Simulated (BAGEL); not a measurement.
# CH6BNO2 (SMILES COB(N)O), step by step

Aim: the energy (HF/6-31G*), then the energy (NEVPT2(2,2)/6-31G*) of CH6BNO2. 

The results are computed with BAGEL 1.2.2.

2 further runs of the same task are left out: 2 set aside as unsound or not needed.

## 1. The structure to begin with

CH6BNO2 has 11 atoms, charge 0, and is taken as a singlet. As SMILES, `COB(N)O`. The C1–H6 distance was set to 2.522 Å, away from the relaxed value. At this shape a bond of the SMILES string is far longer than usual.

Bond lengths: C1–O2 1.404 Å, O2–B3 1.375 Å, B3–N4 1.409 Å, B3–O5 1.372 Å, C1–H7 1.091 Å, C1–H8 1.096 Å, N4–H9 1.002 Å, N4–H10 1.003 Å, O5–H11 0.959 Å. Some angles: C1–O2–B3 120.9°, O2–B3–N4 123.5°, O2–B3–O5 117.8°, N4–B3–O5 118.7°, O2–C1–H7 108.2°, O2–C1–H8 111.6°, B3–N4–H9 124.4°, B3–N4–H10 121.1°, B3–O5–H11 111.1°, H7–C1–H8 108.3°.

## 2. A single-point energy at HF/6-31G(d) (density fitting with svp-jkfit, spherical functions) (run 1)

File calc.json:

```json
{ "bagel" : [

{
  "title" : "molecule",
  "basis" : "6-31gs.json",
  "df_basis" : "svp-jkfit",
  "angstrom" : "true",
  "geometry" : [
    { "atom" : "C", "xyz" : [    0.599359,   -0.253668,    2.022287 ] },
    { "atom" : "O", "xyz" : [   -0.560841,   -1.002768,    1.771087 ] },
    { "atom" : "B", "xyz" : [   -0.758141,   -1.611968,    0.554187 ] },
    { "atom" : "N", "xyz" : [    0.161659,   -1.537168,   -0.511113 ] },
    { "atom" : "O", "xyz" : [   -1.915141,   -2.328368,    0.377787 ] },
    { "atom" : "H", "xyz" : [    0.801300,    1.701800,    0.443100 ] },
    { "atom" : "H", "xyz" : [    0.540259,    0.133332,    3.040187 ] },
    { "atom" : "H", "xyz" : [    1.502759,   -0.869268,    1.940187 ] },
    { "atom" : "H", "xyz" : [    1.029959,   -1.038968,   -0.474313 ] },
    { "atom" : "H", "xyz" : [   -0.018941,   -1.996168,   -1.384913 ] },
    { "atom" : "H", "xyz" : [   -2.458241,   -2.306368,    1.167987 ] }
  ]
},
{ "title" : "hf" },
{ "title" : "print", "file" : "orbitals.molden", "orbitals" : "true" }

]}
```

The basis set 6-31G* is read from a file made from the Basis Set Exchange's data (not shown).

Launch:

```
BAGEL_NUM_THREADS=1 BAGEL calc.json > calc.out
```

Standard output:

```text
* using 1 threads per process

  ===============================================================
  ===============================================================

  *** Geometry ***

  { "atom" : "C", "xyz" : [      1.132624,     -0.479363,      3.821569 ] },
  { "atom" : "O", "xyz" : [     -1.059836,     -1.894957,      3.346869 ] },
  { "atom" : "B", "xyz" : [     -1.432679,     -3.046178,      1.047262 ] },
  { "atom" : "N", "xyz" : [      0.305491,     -2.904827,     -0.965864 ] },
  { "atom" : "O", "xyz" : [     -3.619092,     -4.399978,      0.713914 ] },
  { "atom" : "H", "xyz" : [      1.514238,      3.215936,      0.837338 ] },
  { "atom" : "H", "xyz" : [      1.020942,      0.251961,      5.745121 ] },
  { "atom" : "H", "xyz" : [      2.839803,     -1.642678,      3.666422 ] },
  { "atom" : "H", "xyz" : [      1.946340,     -1.963365,     -0.896322 ] },
  { "atom" : "H", "xyz" : [     -0.035793,     -3.772211,     -2.617106 ] },
  { "atom" : "H", "xyz" : [     -4.645402,     -4.358404,      2.207176 ] },

  Number of auxiliary basis functions:      489

  Since a DF basis is specified, we compute 2- and 3-index integrals:
    o Being stored without compression. Storage requirement is 0.026 GB

  Number of basis functions:       82
  Number of electrons      :       40

    * METHOD: MOLECULE                             0.26

  *** RHF ***

  === Nuclear Repulsion ===
   172.9702556745

      * DIIS with orbital gradients will be used.

  === RHF iteration (6-31gs.json) ===
      0       -269.82314654          0.02416753           0.07
      1       -270.04545820          0.01415468           0.07
      2       -270.13536333          0.00195808           0.07
      3       -270.13772587          0.00092736           0.07
      4       -270.13817983          0.00018785           0.07
      5       -270.13822320          0.00007149           0.07
      6       -270.13822843          0.00003549           0.07
      7       -270.13822958          0.00000800           0.07
      8       -270.13822965          0.00000360           0.07
      9       -270.13822966          0.00000145           0.07
     10       -270.13822966          0.00000077           0.07
     11       -270.13822966          0.00000027           0.07
     12       -270.13822966          0.00000013           0.07
     13       -270.13822966          0.00000006           0.06
     14       -270.13822966          0.00000003           0.06
     15       -270.13822966          0.00000001           0.07
     16       -270.13822966          0.00000000           0.07
    * SCF iteration converged.

    * Permanent dipole moment:
           (   -0.474374,     0.630274,    -0.686313) a.u.

    * METHOD: HF                                   1.38

    * METHOD: PRINT                                0.01

  ===============================================================
```

Wall time 1.8 s (1 thread of Arm Neoverse V1, shared host); peak memory 0.15 GiB.

## 3. A single-point energy at NEVPT2(2,2)/6-31G(d) (density fitting with svp-jkfit, spherical functions) (run 2)

File calc.json:

```json
{ "bagel": [

{
  "title": "molecule",
  "basis": "6-31gs.json",
  "df_basis": "svp-jkfit",
  "angstrom": true,
  "geometry": [
    { "atom": "C", "xyz": [    0.599359,   -0.253668,    2.022287 ] },
    { "atom": "O", "xyz": [   -0.560841,   -1.002768,    1.771087 ] },
    { "atom": "B", "xyz": [   -0.758141,   -1.611968,    0.554187 ] },
    { "atom": "N", "xyz": [    0.161659,   -1.537168,   -0.511113 ] },
    { "atom": "O", "xyz": [   -1.915141,   -2.328368,    0.377787 ] },
    { "atom": "H", "xyz": [    0.801300,    1.701800,    0.443100 ] },
    { "atom": "H", "xyz": [    0.540259,    0.133332,    3.040187 ] },
    { "atom": "H", "xyz": [    1.502759,   -0.869268,    1.940187 ] },
    { "atom": "H", "xyz": [    1.029959,   -1.038968,   -0.474313 ] },
    { "atom": "H", "xyz": [   -0.018941,   -1.996168,   -1.384913 ] },
    { "atom": "H", "xyz": [   -2.458241,   -2.306368,    1.167987 ] }
  ]
},
{ "title": "hf" },
{ "title": "nevpt2", "nstate": 1, "nact": 2, "nclosed": 19, "active": [20, 21], "maxiter": 200, "natocc": true, "ncore": 5 },
{ "title": "print", "file": "orbitals.molden", "orbitals": true }

]}
```

The basis set 6-31G* is read from a file made from the Basis Set Exchange's data (not shown).

Launch:

```
BAGEL_NUM_THREADS=1 BAGEL calc.json > calc.out
```

Standard output:

```text
* using 1 threads per process

  ===============================================================
  ===============================================================

  *** Geometry ***

  { "atom" : "C", "xyz" : [      1.132624,     -0.479363,      3.821569 ] },
  { "atom" : "O", "xyz" : [     -1.059836,     -1.894957,      3.346869 ] },
  { "atom" : "B", "xyz" : [     -1.432679,     -3.046178,      1.047262 ] },
  { "atom" : "N", "xyz" : [      0.305491,     -2.904827,     -0.965864 ] },
  { "atom" : "O", "xyz" : [     -3.619092,     -4.399978,      0.713914 ] },
  { "atom" : "H", "xyz" : [      1.514238,      3.215936,      0.837338 ] },
  { "atom" : "H", "xyz" : [      1.020942,      0.251961,      5.745121 ] },
  { "atom" : "H", "xyz" : [      2.839803,     -1.642678,      3.666422 ] },
  { "atom" : "H", "xyz" : [      1.946340,     -1.963365,     -0.896322 ] },
  { "atom" : "H", "xyz" : [     -0.035793,     -3.772211,     -2.617106 ] },
  { "atom" : "H", "xyz" : [     -4.645402,     -4.358404,      2.207176 ] },

  Number of auxiliary basis functions:      489

  Since a DF basis is specified, we compute 2- and 3-index integrals:
    o Being stored without compression. Storage requirement is 0.026 GB

  Number of basis functions:       82
  Number of electrons      :       40

    * METHOD: MOLECULE                             0.26

  *** RHF ***

  === Nuclear Repulsion ===
   172.9702556745

      * DIIS with orbital gradients will be used.

  === RHF iteration (6-31gs.json) ===
      0       -269.82314654          0.02416753           0.07
      1       -270.04545820          0.01415468           0.07
      2       -270.13536333          0.00195808           0.07
      3       -270.13772587          0.00092736           0.07
      4       -270.13817983          0.00018785           0.07
      5       -270.13822320          0.00007149           0.07
      6       -270.13822843          0.00003549           0.07
      7       -270.13822958          0.00000800           0.08
      8       -270.13822965          0.00000360           0.07
      9       -270.13822966          0.00000145           0.07
     10       -270.13822966          0.00000077           0.07
     11       -270.13822966          0.00000027           0.07
     12       -270.13822966          0.00000013           0.07
     13       -270.13822966          0.00000006           0.07
     14       -270.13822966          0.00000003           0.07
     15       -270.13822966          0.00000001           0.07
     16       -270.13822966          0.00000000           0.07
    * SCF iteration converged.

    * Permanent dipole moment:
           (   -0.474374,     0.630274,    -0.686313) a.u.

    * METHOD: HF                                   1.41

    * freezing 5 orbitals
  ---------------------------
      CASSCF calculation
  ---------------------------

    ==== Active orbitals : =====
         Orbital 20
         Orbital 21
    ============================

    * nstate   :      1
    * nclosed  :     19
    * nact     :      2
    * nvirt    :     61
  === CASSCF iteration (6-31gs.json) ===

    * Using the second-order algorithm

      0  0      -270.20686442     6.56e-03      0.03

      1  0      -270.22857107     1.07e-03      0.38

      2  0      -270.22896780     2.63e-04      0.41

      3  0      -270.22898807     6.23e-05      0.39

      4  0      -270.22898918     1.46e-05      0.41

      5  0      -270.22898924     3.40e-06      0.42

      6  0      -270.22898924     7.93e-07      0.41

      7  0      -270.22898924     1.85e-07      0.37

      8  0      -270.22898924     4.31e-08      0.35

      9  0      -270.22898924     1.00e-08      0.33

     10  0      -270.22898924     2.34e-09      0.28

    * Second-order optimization converged. *

     guess   0:   closed 1.                   open ..

  === FCI iteration ===

      0  0      -270.12436792     9.41e-02      0.00
      1  0      -270.22215486     2.50e-02      0.00
      2  0 *    -270.22898924     7.00e-16      0.00

     * ci vector, state   0, <S^2> = 0.0000
       2.     0.8721924511
       .2    -0.4891628852

  === DF-NEVPT2 calculation ===

    * 3-index integral transformation done
    * assembly done

      NEVPT2 correlation energy:   -0.6931900725      0.22

          (+0)     -0.6432907275
          (+0)'    -0.0079296485
          (+1)     -0.0149170280
          (+1)'    -0.0000000000
          (+2)     -0.0002476387
          (-1)     -0.0265049794
          (-1)'     0.0000000000
          (-2)     -0.0003000503

      NEVPT2 total energy:       -270.9221793166

    * METHOD: NEVPT2                               4.32

    * METHOD: PRINT                                0.01

  ===============================================================
```

Wall time 6.3 s (1 thread of Arm Neoverse V1, shared host); peak memory 0.15 GiB.

## 4. Summary of results

| quantity | value |
| --- | --- |
| run 1, HF/6-31G*: total energy | -270.13823 Eh |
| run 1, HF/6-31G*: dipole moment | 2.66 D |
| run 1, HF/6-31G*: HOMO energy | -8.38 eV |
| run 1, HF/6-31G*: LUMO energy | 0.46 eV |
| run 1, HF/6-31G*: HOMO–LUMO gap | 8.84 eV |
| run 2, NEVPT2(2,2)/6-31G*: total energy | -270.92218 Eh |
